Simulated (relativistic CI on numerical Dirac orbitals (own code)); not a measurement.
# Cu⁺: one ion under different settings

Aim: see what numerical and physical settings do to the SCF, the total energy and the lowest levels of Cu⁺.

Program: relativistic CI on numerical Dirac orbitals (own code) version 3. Level of theory: Dirac-Coulomb-Breit CI, KLI orbitals optimised for each configuration, model QED (radiative potential, 1s self-energy scaled to tabulated hydrogen-like ionisation energies), numerical settings as typed. These are calculated values, not measurements, unless marked.

## 1. The atom as given

* ion: Cu⁺ (Cu II)
* nuclear charge: 29
* electrons: 28
* isotope: A = 63

## 2. The usual input

The run's settings:

```ini
atom Cu  Z=29  charge=1  electrons=28
nucleus A=63  rms_radius_fm=3.8823
hamiltonian dirac-coulomb  breit=on  qed=on  c_scale=1
orbitals kli  potential=per-configuration
slater_scale 1
correlation none
mixing on
grid step=0.0125 r_max=74.5
scf mixing=0.4 start=green max_iterations=150 tolerance=2e-08 node_fill=0.05
configurations
  [Ar] 3d10
  [Ar] 3d9 4s
  [Ar] 3d9 4p
end
```

Started as:

```
$ python run_levels.py task.json out
```

One command runs all members of the session, one after another, from task.json.

Main fields of the result record, rounded:

```text
{
  "status": "converged",
  "levels [i, E_cm, J2, conf, term, w_term, w_jj]": [
    [0, 0, 0, "3d10", "1S", 1, 1],
    [1, 7036.5755, 6, "3d9 4s", "3D", 1, 1],
    [2, 8036.4376, 4, "3d9 4s", "3D", 0.9533, 0.6162],
    [3, 9064.1338, 2, "3d9 4s", "3D", 1, 1],
    [4, 12657.442, 4, "3d9 4s", "1D", 0.9533, 0.6162],
    [5, 47491.798, 4, "3d9 4p", "3P*", 0.9893, 0.5594],
    [6, 48929.307, 2, "3d9 4p", "3P*", 0.9829, 0.4158],
    [7, 49786.713, 0, "3d9 4p", "3P*", 1, 1],
    [8, 49851.691, 8, "3d9 4p", "3F*", 1, 1],
    [9, 49952.165, 6, "3d9 4p", "3F*", 0.7867, 0.8195],
    [10, 51109.893, 4, "3d9 4p", "3F*", 0.9634, 0.6973],
    [11, 52719.206, 6, "3d9 4p", "1F*", 0.7178, 0.5083],
    [12, 53608.414, 4, "3d9 4p", "1D*", 0.6071, 0.4867],
    [13, 53885.235, 6, "3d9 4p", "3D*", 0.8444, 0.4436],
    "... 3 more rows left out ..."
  ],
  "total_energy [Ha]": -1652.0718339,
  "n_levels_all": 17,
  "overlap": 2.57024e-12,
  "scf_iterations": [12, 12, 12],
  "orbital_energies [Ha]": {"1s": -325.382, "2s": -39.5185, "2p1/2": -34.6753, "2p3/2": -33.9235, "3s": -4.83651, "3p1/2": -3.33235, "3p3/2": -3.23981, "3d3/2": -0.793475, "3d5/2": -0.783519},
  "configurations [conf, odd, states, E_av_Ha, breit_Ha, qed_Ha]": [
    ["3d10", 0, 1, -1653.203873, 0.677, 0.455],
    ["3d9 4s", 0, 20, -1653.163692, 0.6775, 0.4553],
    ["3d9 4p", 1, 60, -1652.967807, 0.6774, 0.4551]
  ],
  "scf_steps of the first configuration [iteration, E_Ha, residual, outer_eigenvalue_Ha]": [
    [1, -1643.950835, 1.82, -2.79],
    [2, -1653.017067, 0.291, -1.071],
    [3, -1653.158006, 0.0943, -0.8265],
    [4, -1653.175998, 0.116, -0.8606],
    [5, -1653.203896, 0.00251, -0.7845],
    [6, -1653.203799, 0.000916, -0.7831],
    [7, -1653.203841, 0.000447, -0.7832],
    [8, -1653.203877, 6.55e-05, -0.7836],
    [9, -1653.203874, 2.47e-05, -0.7835],
    [10, -1653.203873, 9.58e-07, -0.7835],
    [11, -1653.203873, 1.02e-07, -0.7835],
    [12, -1653.203873, 2.24e-09, -0.7835]
  ]
}
```

It took 0.31 s on 1 thread, shared host.

## 3. Slater scale 1.2

Settings: those of step 2 with these lines changed.

```diff
@@ -4,3 +4,3 @@
 orbitals kli  potential=per-configuration
-slater_scale 1
+slater_scale 1.2
 correlation none
```

From the record:

```text
{
  "status": "converged",
  "levels [i, E_cm, J2, conf, term, w_term]": [
    [0, 0, 0, "3d10", "1S", 1],
    [1, 6794.1792, 6, "3d9 4s", "3D", 1],
    [2, 7844.5154, 4, "3d9 4s", "3D", 0.9663],
    [3, 8853.516, 2, "3d9 4s", "3D", 1],
    [4, 13315.089, 4, "3d9 4s", "1D", 0.9663],
    [5, 46755.827, 4, "3d9 4p", "3P*", 0.9916],
    [6, 48245.307, 2, "3d9 4p", "3P*", 0.9877],
    [7, 49106.655, 0, "3d9 4p", "3P*", 1],
    "... 9 more rows left out ..."
  ],
  "total_energy [Ha]": -1652.0718339,
  "n_levels_all": 17,
  "overlap": 2.57024e-12,
  "scf_iterations": [12, 12, 12],
  "orbital_energies [Ha]": {"1s": -325.382, "2s": -39.5185, "2p1/2": -34.6753, "2p3/2": -33.9235, "3s": -4.83651, "3p1/2": -3.33235, "3p3/2": -3.23981, "3d3/2": -0.793475, "3d5/2": -0.783519},
  "configurations [conf, odd, states, E_av_Ha, breit_Ha, qed_Ha]": [
    ["3d10", 0, 1, -1653.203873, 0.677, 0.455],
    ["3d9 4s", 0, 20, -1653.163692, 0.6775, 0.4553],
    ["3d9 4p", 1, 60, -1652.967807, 0.6774, 0.4551]
  ],
  "scf_steps of the first configuration [iteration, E_Ha, residual, outer_eigenvalue_Ha]": [
    [1, -1643.950835, 1.82, -2.79],
    [2, -1653.017067, 0.291, -1.071],
    [3, -1653.158006, 0.0943, -0.8265],
    [4, -1653.175998, 0.116, -0.8606],
    [5, -1653.203896, 0.00251, -0.7845],
    [6, -1653.203799, 0.000916, -0.7831],
    [7, -1653.203841, 0.000447, -0.7832],
    [8, -1653.203877, 6.55e-05, -0.7836],
    [9, -1653.203874, 2.47e-05, -0.7835],
    [10, -1653.203873, 9.58e-07, -0.7835],
    [11, -1653.203873, 1.02e-07, -0.7835],
    [12, -1653.203873, 2.24e-09, -0.7835]
  ]
}
```

Run time: 0.31 s. Hardware: 1 thread, shared host.

## 4. Grid step 0.006

Settings: those of step 3 with these lines changed.

```diff
@@ -4,6 +4,6 @@
 orbitals kli  potential=per-configuration
-slater_scale 1.2
+slater_scale 1
 correlation none
 mixing on
-grid step=0.0125 r_max=74.5
+grid step=0.006 r_max=74.5
 scf mixing=0.4 start=green max_iterations=150 tolerance=2e-08 node_fill=0.05
```

From the record:

```text
{
  "status": "converged",
  "levels [i, E_cm, J2, conf, term, w_term]": [
    [0, 0, 0, "3d10", "1S", 1],
    [1, 7036.5981, 6, "3d9 4s", "3D", 1],
    [2, 8036.4603, 4, "3d9 4s", "3D", 0.9533],
    [3, 9064.1565, 2, "3d9 4s", "3D", 1],
    [4, 12657.465, 4, "3d9 4s", "1D", 0.9533],
    [5, 47491.828, 4, "3d9 4p", "3P*", 0.9893],
    [6, 48929.338, 2, "3d9 4p", "3P*", 0.9829],
    [7, 49786.744, 0, "3d9 4p", "3P*", 1],
    "... 9 more rows left out ..."
  ],
  "total_energy [Ha]": -1652.0718952,
  "n_levels_all": 17,
  "overlap": 1.45773e-14,
  "scf_iterations": [12, 12, 12],
  "orbital_energies [Ha]": {"1s": -325.382, "2s": -39.5185, "2p1/2": -34.6753, "2p3/2": -33.9235, "3s": -4.83651, "3p1/2": -3.33235, "3p3/2": -3.23981, "3d3/2": -0.793476, "3d5/2": -0.783519},
  "configurations [conf, odd, states, E_av_Ha, breit_Ha, qed_Ha]": [
    ["3d10", 0, 1, -1653.203934, 0.677, 0.455],
    ["3d9 4s", 0, 20, -1653.163753, 0.6775, 0.4553],
    ["3d9 4p", 1, 60, -1652.967868, 0.6774, 0.4551]
  ],
  "scf_steps of the first configuration [iteration, E_Ha, residual, outer_eigenvalue_Ha]": [
    [1, -1643.950893, 1.82, -2.79],
    [2, -1653.017128, 0.291, -1.071],
    [3, -1653.158068, 0.0943, -0.8265],
    [4, -1653.176122, 0.116, -0.8605],
    [5, -1653.203945, 0.00233, -0.7844],
    [6, -1653.203882, 0.000775, -0.7833],
    [7, -1653.203903, 0.000435, -0.7833],
    [8, -1653.203938, 7.37e-05, -0.7836],
    [9, -1653.203935, 1.75e-05, -0.7835],
    [10, -1653.203934, 5.3e-07, -0.7835],
    [11, -1653.203934, 1.17e-07, -0.7835],
    [12, -1653.203934, 3.52e-09, -0.7835]
  ]
}
```

Run time: 0.62 s. Hardware: 1 thread, shared host.

## 5. QED terms off, iteration limit 30, grid step 0.008

The run's settings:

```ini
atom Cu  Z=29  charge=1  electrons=28
nucleus A=63  rms_radius_fm=3.8823
hamiltonian dirac-coulomb  breit=on  qed=off  c_scale=1
orbitals kli  potential=per-configuration
slater_scale 1
correlation none
mixing on
grid step=0.008 r_max=74.5
scf mixing=0.4 start=green max_iterations=30 tolerance=2e-08 node_fill=0.05
configurations
  [Ar] 3d10
  [Ar] 3d9 4s
  [Ar] 3d9 4p
end
```

From the record:

```text
{
  "status": "converged",
  "levels [i, E_cm, J2, conf, term, w_term]": [
    [0, 0, 0, "3d10", "1S", 1],
    [1, 6975.4809, 6, "3d9 4s", "3D", 1],
    [2, 7972.2633, 4, "3d9 4s", "3D", 0.9536],
    [3, 8995.0241, 2, "3d9 4s", "3D", 1],
    [4, 12591.412, 4, "3d9 4s", "1D", 0.9536],
    [5, 47480.983, 4, "3d9 4p", "3P*", 0.9894],
    [6, 48913.435, 2, "3d9 4p", "3P*", 0.983],
    [7, 49767.155, 0, "3d9 4p", "3P*", 1],
    "... 9 more rows left out ..."
  ],
  "total_energy [Ha]": -1652.5268906,
  "n_levels_all": 17,
  "overlap": 1.1772e-13,
  "scf_iterations": [12, 12, 12],
  "orbital_energies [Ha]": {"1s": -325.382, "2s": -39.5185, "2p1/2": -34.6753, "2p3/2": -33.9235, "3s": -4.83651, "3p1/2": -3.33235, "3p3/2": -3.23981, "3d3/2": -0.793475, "3d5/2": -0.783519},
  "configurations [conf, odd, states, E_av_Ha, breit_Ha, qed_Ha]": [
    ["3d10", 0, 1, -1653.203915, 0.677, 0],
    ["3d9 4s", 0, 20, -1653.163735, 0.6775, 0],
    ["3d9 4p", 1, 60, -1652.967849, 0.6774, 0]
  ],
  "scf_steps of the first configuration [iteration, E_Ha, residual, outer_eigenvalue_Ha]": [
    [1, -1643.950875, 1.82, -2.79],
    [2, -1653.01711, 0.291, -1.071],
    [3, -1653.158049, 0.0943, -0.8265],
    [4, -1653.176069, 0.116, -0.8605],
    [5, -1653.203934, 0.00245, -0.7844],
    [6, -1653.203856, 0.000715, -0.7833],
    [7, -1653.203881, 0.000507, -0.7832],
    [8, -1653.203912, 2.65e-05, -0.7835],
    [9, -1653.203919, 6.71e-05, -0.7836],
    [10, -1653.203915, 7.31e-07, -0.7835],
    [11, -1653.203915, 2.44e-07, -0.7835],
    [12, -1653.203915, 9.29e-09, -0.7835]
  ]
}
```

Wall time 0.37 s (1 thread, shared host).

## 6. Slater scale 1.2, node fill 0.01, tolerance 1e-06

The run's settings:

```ini
atom Cu  Z=29  charge=1  electrons=28
nucleus A=63  rms_radius_fm=3.8823
hamiltonian dirac-coulomb  breit=on  qed=on  c_scale=1
orbitals kli  potential=per-configuration
slater_scale 1.2
correlation none
mixing on
grid step=0.0125 r_max=74.5
scf mixing=0.4 start=green max_iterations=150 tolerance=1e-06 node_fill=0.01
configurations
  [Ar] 3d10
  [Ar] 3d9 4s
  [Ar] 3d9 4p
end
```

From the record:

```text
{
  "status": "converged",
  "levels [i, E_cm, J2, conf, term, w_term]": [
    [0, 0, 0, "3d10", "1S", 1],
    [1, 6769.84, 6, "3d9 4s", "3D", 1],
    [2, 7809.8327, 4, "3d9 4s", "3D", 0.9669],
    [3, 8805.4608, 2, "3d9 4s", "3D", 1],
    [4, 13265.176, 4, "3d9 4s", "1D", 0.9669],
    [5, 46733.584, 4, "3d9 4p", "3P*", 0.9919],
    [6, 48206.59, 2, "3d9 4p", "3P*", 0.988],
    [7, 49057.133, 0, "3d9 4p", "3P*", 1],
    "... 9 more rows left out ..."
  ],
  "total_energy [Ha]": -1652.0715776,
  "n_levels_all": 17,
  "overlap": 2.58698e-12,
  "scf_iterations": [11, 11, 11],
  "orbital_energies [Ha]": {"1s": -325.527, "2s": -39.5685, "2p1/2": -34.732, "2p3/2": -33.9792, "3s": -4.84743, "3p1/2": -3.34405, "3p3/2": -3.25138, "3d3/2": -0.804058, "3d5/2": -0.794036},
  "configurations [conf, odd, states, E_av_Ha, breit_Ha, qed_Ha]": [
    ["3d10", 0, 1, -1653.204142, 0.6775, 0.4551],
    ["3d9 4s", 0, 20, -1653.16414, 0.678, 0.4554],
    ["3d9 4p", 1, 60, -1652.968178, 0.6779, 0.4551]
  ],
  "scf_steps of the first configuration [iteration, E_Ha, residual, outer_eigenvalue_Ha]": [
    [1, -1643.950835, 1.81, -2.79],
    [2, -1653.004719, 0.287, -1.079],
    [3, -1653.161762, 0.0926, -0.8357],
    [4, -1653.170476, 0.113, -0.8696],
    [5, -1653.204045, 0.00182, -0.7945],
    [6, -1653.204129, 0.000667, -0.7938],
    [7, -1653.204136, 0.000292, -0.7939],
    [8, -1653.204142, 9.69e-05, -0.7941],
    [9, -1653.204142, 1.77e-05, -0.7941],
    [10, -1653.204142, 1.42e-06, -0.794],
    [11, -1653.204142, 4.33e-08, -0.794]
  ]
}
```

It took 0.3 s on 1 thread, shared host.

## 7. Comparison

| setting | total energy less usual (Ha) | largest shift of a level among the lowest eight of both runs, same label and place (cm⁻¹) | SCF iterations | time | lowest level | kind of change |
| --- | --- | --- | --- | --- | --- | --- |
| usual | 0 | 0 | 36 | 0.31 s | 3d10 1S0 | - |
| Slater scale 1.2 | 0 | 736 | 36 | 0.31 s | 3d10 1S0 | model term |
| grid step 0.006 | -6.13e-05 | 0.0303 | 36 | 0.62 s | 3d10 1S0 | numerical |
| QED terms off, iteration limit 30, grid step 0.008 | -0.455 | 69.1 | 36 | 0.37 s | 3d10 1S0 | model term |
| Slater scale 1.2, node fill 0.01, tolerance 1e-06 | 0.000256 | 758 | 33 | 0.3 s | 3d10 1S0 | model term |

## 8. What came out

| quantity | value |
| --- | --- |
| lowest level, usual settings | 3d10 1S0 |
| total energy | -1652.0718 Ha |
| first excitation | 7036.6 cm⁻¹ |

What this shows: Among the runs whose levels can be followed, they move most under «Slater scale 1.2, node fill 0.01, tolerance 1e-06» (model term), by up to 758 cm⁻¹. Only the listed configurations are in the model. Near neutrality, missing correlation can shift configurations against each other by thousands of cm⁻¹.
